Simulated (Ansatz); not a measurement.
# CH₄ClFOSeTi: a ladder of functionals and wavefunction methods

One table from this session's results is given with a row withheld; the runs are named, their logs left out.

Method: functionals in def2-TZVPP, the program's frozen cores in correlated methods; program: Ansatz 0.2.0, Gaussian basis.

The runs, in order: PBE-D4, r2SCAN-D4, PBE0-D4, B3LYP-D4, ωB97X-V, ωB97M-V, B2PLYP; CCSD(T)/def2-TZVPP; MP2/def2-QZVPP; extrapolation to the limit.

## The geometry

All runs share one geometry, relaxed beforehand with PBE0-D4 in a triple-zeta def2 set.

10 atoms, charge 0, spin multiplicity 1.

Atoms are counted from 1 here; the program's logs count them from 0.

Bond lengths: C1–Se2 1.965 Å, C1–H7 1.088 Å, C1–H8 1.088 Å, C1–H9 1.089 Å, Se2–Ti3 2.389 Å, Ti3–O4 1.755 Å, Ti3–F5 1.755 Å, Ti3–Cl6 2.204 Å, O4–H10 0.957 Å. Angles: Se2–C1–H7 109.5°, Se2–C1–H8 106.6°, Se2–C1–H9 110.4°, H7–C1–H8 110.1°, H7–C1–H9 110.7°, H8–C1–H9 109.4°, C1–Se2–Ti3 94.1°, Se2–Ti3–O4 104.8°, Se2–Ti3–F5 107.2°, Se2–Ti3–Cl6 108.4°, O4–Ti3–F5 114.2°, O4–Ti3–Cl6 112.9°, F5–Ti3–Cl6 108.9°, Ti3–O4–H10 147.0°.

Set-up of the first run:

The input, in.yaml:

```yaml
crystal:
  periodic: [false, false, false]
  atoms:
    - {symbol: C, position_ang: [0.634063, -1.852984, 0.347988]}
    - {symbol: Se, position_ang: [0.442317, -0.744211, -1.262906]}
    - {symbol: Ti, position_ang: [-0.365689, 1.159880, -0.066663]}
    - {symbol: O, position_ang: [-0.757195, 2.336249, -1.308773]}
    - {symbol: F, position_ang: [-1.742957, 0.630610, 0.883031]}
    - {symbol: Cl, position_ang: [1.220647, 1.848661, 1.300033]}
    - {symbol: H, position_ang: [1.500821, -1.521262, 0.915274]}
    - {symbol: H, position_ang: [0.779150, -2.876002, 0.005911]}
    - {symbol: H, position_ang: [-0.267081, -1.798579, 0.956272]}
    - {symbol: H, position_ang: [-1.444077, 2.817647, -1.770157]}
basis:
  gaussian: {orbitals: def2-TZVPP}
hamiltonian: {xc: pbe, dispersion: d4}
output: {forces: true, orbitals: {seedname: orbitals}}
```

Command:

```console
$ ansatz run in.yaml --threads 2 --pin off --events-out ev --progress --plain --max-ram 31744MiB --backend cuda --devices 0, --max-vram 18GiB
```

Steps of the session up to this table: PBE-D4 (GGA); r2SCAN-D4 (meta-GGA); PBE0-D4 (hybrid); B3LYP-D4 (hybrid); ωB97X-V (range-separated); ωB97M-V (range-separated); B2PLYP (double hybrid).

One of the session's tables, all rows but one given; the rest of the session is left out.

```
functional  HOMO (eV)  LUMO (eV)  gap (eV)
    PBE-D4      -5.96      -3.42      2.54
 r2SCAN-D4      -6.22      -3.38      2.83
   PBE0-D4      -7.06      -2.56      4.50
  B3LYP-D4      -6.85      -2.79      4.06
   ωB97X-V          ?          ?         ?
   ωB97M-V      -9.13      -0.46      8.67
```

Estimate the missing values for ωB97X-V.

The run gave: HOMO (eV): -9.25; LUMO (eV): -0.47; gap (eV): 8.78. In the column «HOMO (eV)» it is the lowest.
